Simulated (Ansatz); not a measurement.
What does this script print? It uses the Python package of Ansatz (0.2.0).

`pdos.py`:
```python
"""Which atoms and shells make the states of TiW."""

import ansatz as az
import numpy as np

structure = (
    az.Lattice.of([1.59373, -2.25463, 0.0], [1.59373, 2.25463, 0.0], [0.0, 0.0, 4.46812])
    .atom("Ti", [0.0, 0.0, 0.0])
    .atom("W", [0.5, 0.5, 0.5])
)

base = structure.calculation()
base = base.functional("lda")
base = base.basis(420)
base = base.kpoints(10, 10, 6)
base = base.occupations("Fermi-Dirac", width=0.1)
base = base.scf(max_iterations=50)
base = base.scf(extra_bands=10)
base = base.density_of_states(projected=True, method="smearing", broadening_width=0.15, energy_step=0.1)
out = base.run()
rep = out.report

dos = out.density_of_states()
energy = np.asarray(dos.energies_ev) - dos.fermi_ev
curves = {}
for site in out.projected_density_of_states().sites:
    for shell in site.shells:
        weight = sum(np.sum(curve.g_bin_mean_per_ev, axis=0) for curve in shell.curves)
        name = f"{site.species} {shell.label}"
        curves[name] = curves.get(name, 0) + weight

step = energy[1] - energy[0]
windows = [(-6, -3), (-3, 0), (0, 6)]
print("states by shell in windows of E - E_F (eV):", windows)
for name, g in curves.items():
    print(f"{name:8s}", " ".join(f"{step * g[(energy >= a) & (energy < b)].sum():8.3f}" for a, b in windows))
filled = (energy < 0) & (energy > -6)
for name, g in curves.items():
    if g[filled].sum() * step > 0.5:
        print(f"centre of {name}: {np.average(energy[filled], weights=g[filled]):.2f} eV")
```

```console
$ python pdos.py
states by shell in windows of E - E_F (eV): [(-6, -3), (-3, 0), (0, 6)]
Ti 3S       0.033    0.007    0.019
Ti 4S       0.419    0.230    0.366
Ti 3P       0.020    0.035    0.011
Ti 3D       0.421    2.577    6.605
W 5S        0.012    0.002    0.009
W 6S        0.515    0.217    0.308
W 5P        0.023    0.036    0.013
W 5D        1.236    3.838    4.318
centre of Ti 4S: -3.12 eV
centre of Ti 3D: -1.47 eV
centre of W 6S: -3.58 eV
centre of W 5D: -2.04 eV
```

The mesh is modest for a metal, so energies can be off by several to tens of meV an atom and pressures by half a GPa or more; differences at equal mesh fare better. Spin-orbit coupling, which matters for elements this heavy, is left out. This cell is a computed structure, which may not be the phase found in nature. Curves are summed over the cell's atoms. Only shells that the potentials hold have channels, so projections don't add up to the total, least of all where a shell is missing (p of most metals); heights and places of peaks move with the mesh. The density of states is complete only as far up as bands were computed. A band centre counts only the states inside the window taken. The whole script took 2.9 s on 1 thread of Intel(R) Xeon(R) Platinum 8488C (Sapphire Rapids) (shared host), peak memory 0.45 GiB.
